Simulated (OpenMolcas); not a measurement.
# Tc³⁺ among point charges: CASSCF and CASPT2 levels and susceptibility

How does a field of 5 point charges split the states of Tc³⁺, and what χT follows?

The numbers are computed with OpenMolcas 26.06 (state-averaged CASSCF and CASPT2, spin-orbit coupling by RASSI with atomic mean-field integrals), except any that are marked as measured or tabulated.

### 1 What is computed

```
Species                           : Tc³⁺ (technetium, Z = 43, 40 electrons)
Basis                             : ANO-RCC-VDZP [6s5p3d1f], 43 functions
Scalar Hamiltonian                : DKH2, point nucleus
Inactive shells                   : 1s 2s 2p 3s 3p 3d 4s 4p
Active space                      : 4 electrons in 5 orbitals (4d)
Some configurations of this space : 4d⁴
Orbitals                          : optimised for each spin and parity, averaged over all roots
```

The outer shells:

4d4
```
4d [↑ ][↑ ][↑ ][↑ ][  ]
```

The ion sits among 5 point charges of -1.5 e arranged as a trigonal bipyramid (D3h), 1.86 Å from the ion, with the axial distance 1.674 Å.

The work runs as a chain of OpenMolcas steps in one folder; each step below is one input file. Labels, J, g values, rates, χT and fits are worked out afterwards by a script from the matrices that RASSI stores.

### 2 GATEWAY and SEWARD: basis and integrals

File a.inp:

```
&GATEWAY
Coord
1

Tc 0.0 0.0 0.0
Basis=ANO-RCC-VDZP
Group=NoSym
NoMove
AngMom=0.0 0.0 0.0
AMFI
XField
5 Angstrom 0
1.860000 0.000000 0.000000 -1.500000
-0.930000 1.610807 0.000000 -1.500000
-0.930000 -1.610807 0.000000 -1.500000
0.000000 0.000000 1.674000 -1.500000
0.000000 0.000000 -1.674000 -1.500000
&SEWARD
```

Run with:

```
$ OMP_NUM_THREADS=1 MOLCAS_MEM=1689 MOLCAS_PROJECT=a pymolcas a.inp > a.log
```

### 3 Reference wave functions, quintets, 5 roots

File a.inp:

```
&RASSCF
FileOrb=start.orb
Symmetry=1
Spin=5
nActEl=4 0 0
Inactive=18
Ras2=5
CIRoot=5 5 1
SDav=5
CIMx=300
Iter=120 100
PrWF=0.3
OrbListing=Nothing
MaxOrb=0
>>> COPY $Project.JobIph JOB001
```

start.orb holds the contracted functions of the basis, ordered by shell, or the orbitals of the step before.

### 4 CASSCF: triplets, 45 roots

File a.inp:

```
&RASSCF
FileOrb=start.orb
Symmetry=1
Spin=3
nActEl=4 0 0
Inactive=18
Ras2=5
CIRoot=45 45 1
SDav=45
CIMx=300
Iter=120 100
PrWF=0.3
OrbListing=Nothing
MaxOrb=0
>>> COPY $Project.JobIph JOB002
```

### 5 CASSCF: singlets, 50 roots

File a.inp:

```
&RASSCF
FileOrb=start.orb
Symmetry=1
Spin=1
nActEl=4 0 0
Inactive=18
Ras2=5
CIRoot=50 50 1
SDav=50
CIMx=300
Iter=120 100
PrWF=0.3
OrbListing=Nothing
MaxOrb=0
>>> COPY $Project.JobIph JOB003
```

### 6 RASSI: spin-orbit coupling between the states

File a.inp:

```
&RASSI
NrOfJobIphs=3 5 45 50
1 2 3 4 5
1 2 3 4 5 6 7 8 9 10 11 12 13 14 15 16 17 18 19 20 21 22 23 24 25 26 27
28 29 30 31 32 33 34 35 36 37 38 39 40 41 42 43 44 45
1 2 3 4 5 6 7 8 9 10 11 12 13 14 15 16 17 18 19 20 21 22 23 24 25 26 27
28 29 30 31 32 33 34 35 36 37 38 39 40 41 42 43 44 45 46 47 48 49 50
IphNames
JOB001
JOB002
JOB003
EJob
SpinOrbit
DIPRint=1.0
SOCoupling=1000.0
Subsets=2
Property=9
'ANGMOM' 1 'ANGMOM' 2 'ANGMOM' 3 'MLTPL  1' 1 'MLTPL  1' 2 'MLTPL  1' 3
'AMFI' 1 'AMFI' 2 'AMFI' 3
SOProperty=3
'ANGMOM' 1 'ANGMOM' 2 'ANGMOM' 3
```

### 7 CASPT2: IPEA 0.25, imaginary shift 0.1 (closed shells correlated: 4s 4p)

File a.inp:

```
>>> COPY JOB001 $Project.JobIph
&CASPT2
Multistate=5 1 2 3 4 5
NoMult
Frozen=14
IPEA=0.25
Imaginary=0.1
MaxIter=60
WThr=0.0 0.3 0.05
PrWF=0.5
NoMix
>>> COPY JOB002 $Project.JobIph
&CASPT2
Multistate=45 1 2 3 4 5 6 7 8 9 10 11 12 13 14 15 16 17 18 19 20 21 22
23 24 25 26 27 28 29 30 31 32 33 34 35 36 37 38 39 40 41 42 43 44 45
NoMult
Frozen=14
IPEA=0.25
Imaginary=0.1
MaxIter=60
WThr=0.0 0.3 0.05
PrWF=0.5
NoMix
>>> COPY JOB003 $Project.JobIph
&CASPT2
Multistate=50 1 2 3 4 5 6 7 8 9 10 11 12 13 14 15 16 17 18 19 20 21 22
23 24 25 26 27 28 29 30 31 32 33 34 35 36 37 38 39 40 41 42 43 44 45 46
47 48 49 50
NoMult
Frozen=14
IPEA=0.25
Imaginary=0.1
MaxIter=60
WThr=0.0 0.3 0.05
PrWF=0.5
NoMix
```

(Steps that only read results are left out.)

Q: Predict the outcome of this session. Wanted: spin-free ground state; first state of the same spin within the active space; lowest level; next level.

**Answer**, as computed:

| quantity | value |
| --- | --- |
| method | SS-CASPT2, IPEA 0.25, imaginary shift 0.1 (closed shells correlated: 4s 4p) |
| spin-free ground state | 5A1, 1-fold in its orbital part |
| first state of the same spin within the active space | 5E at 15400 cm⁻¹ |
| lowest level | 1-fold A1 |
| next level | 34.6 cm⁻¹ |
| χT at 300 K | 2.79 cm³ K/mol |
| effective moment at 300 K | 4.73 μB |

Cost by method:

```csv
method,time of its own steps,time with the reference
A. CASSCF,28 s,28 s
"B. SS-CASPT2, IPEA 0.25, imaginary shift 0.1, +4s 4p",11 s,39 s
```

Times are of one thread on a shared host.

**Reading.** The spin-free ground state (5A1) comes to 100 % from free-ion D terms and keeps the highest spin of the shell. χT at 300 K is 2.79, against 3.01 cm³ K/mol for the spin alone; near agreement at one temperature doesn't show that the orbital moment is quenched. An active space of the d shell alone favours high spin; real ions in strong fields can be low spin. CASPT2 does not keep the components of a term degenerate, and the means are used. Reference weights range from 0.83 to 0.95, which points to intruder states or a small active space for some roots. The field of point charges can differ much from that of real complexes. With metal d orbitals alone active, the gaps between spin states are rough; where two lie within a few thousand cm-1, their order is open. This is an electrostatic model: the charges have no orbitals.
